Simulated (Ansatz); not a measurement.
**C3H5ClSn: basis-set convergence**

An exercise on one series of results from a longer session: the logs are not shown, and one member is left open.

Computed with Ansatz 0.2.0, Gaussian basis. Level: one geometry, several basis sets.

Levels to be run: PBE0-D4/def2-SVP; ωB97M-V/def2-SVP; PBE0-D4/def2-QZVPP; ωB97M-V/def2-QZVPP; the functionals' def2-TZVPP values are taken from earlier runs.

### Structure used throughout

All runs share one geometry, relaxed beforehand with PBE0-D4 in a triple-zeta def2 set. Sn takes the def2 core potential; no spin-orbit term is included.

SMILES `C#[C][SnH]([CH3])[Cl]`, 10 atoms, charge 0, spin multiplicity 1.

Atoms are counted from 1 here; the program's logs count them from 0.

Bond lengths: C1–C2 1.206 Å, C1–H6 1.066 Å, C2–Sn3 2.077 Å, Sn3–C4 2.120 Å, Sn3–Cl5 2.335 Å, Sn3–H7 1.700 Å, C4–H8 1.089 Å, C4–H9 1.089 Å, C4–H10 1.090 Å. Angles: C2–C1–H6 179.5°, C1–C2–Sn3 178.7°, C2–Sn3–C4 110.6°, C2–Sn3–Cl5 106.0°, C2–Sn3–H7 109.8°, C4–Sn3–Cl5 106.8°, C4–Sn3–H7 116.7°, Cl5–Sn3–H7 106.2°, Sn3–C4–H8 109.6°, Sn3–C4–H9 108.7°, Sn3–C4–H10 109.7°, H8–C4–H9 109.6°, H8–C4–H10 109.7°, H9–C4–H10 109.5°.

Set-up of the first run:

File in.yaml:

```yaml
crystal:
  periodic: [false, false, false]
  atoms:
    - {symbol: C, position_ang: [2.546495, 0.032910, 1.304054]}
    - {symbol: C, position_ang: [1.631641, -0.149472, 0.539219]}
    - {symbol: Sn, position_ang: [0.039733, -0.418576, -0.767922]}
    - {symbol: C, position_ang: [-1.667673, 0.642584, -0.093348]}
    - {symbol: Cl, position_ang: [-0.496069, -2.688985, -0.672634]}
    - {symbol: H, position_ang: [3.357035, 0.184877, 1.980093]}
    - {symbol: H, position_ang: [0.545617, -0.116720, -2.362965]}
    - {symbol: H, position_ang: [-2.508040, 0.442457, -0.756706]}
    - {symbol: H, position_ang: [-1.910288, 0.308026, 0.914426]}
    - {symbol: H, position_ang: [-1.455351, 1.711800, -0.081216]}
basis:
  gaussian: {orbitals: def2-SVP}
hamiltonian: {xc: pbe0, dispersion: d4}
output: {orbitals: {seedname: orbitals}}
```

Steps of the session up to this table: PBE0-D4 in def2-SVP; ωB97M-V in def2-SVP; PBE0-D4 in def2-QZVPP; ωB97M-V in def2-QZVPP.

One of the session's tables, all rows but one given; the rest of the session is left out.

It belongs to the step «Density functionals: the series». 

| functional | basis | HOMO (eV) |
| --- | --- | --- |
| PBE0-D4 | def2-SVP | -8.12 |
| PBE0-D4 | def2-TZVPP | -8.22 |
| PBE0-D4 | def2-QZVPP | -8.23 |
| ωB97M-V | def2-SVP | -10.29 |
| ωB97M-V | def2-TZVPP | ? |
| ωB97M-V | def2-QZVPP | -10.43 |

Estimate the missing values for ωB97M-V, def2-TZVPP.

As computed: HOMO (eV): -10.42. In the column «HOMO (eV)» it lies between ωB97M-V, def2-QZVPP (-10.43) and ωB97M-V, def2-SVP (-10.29).
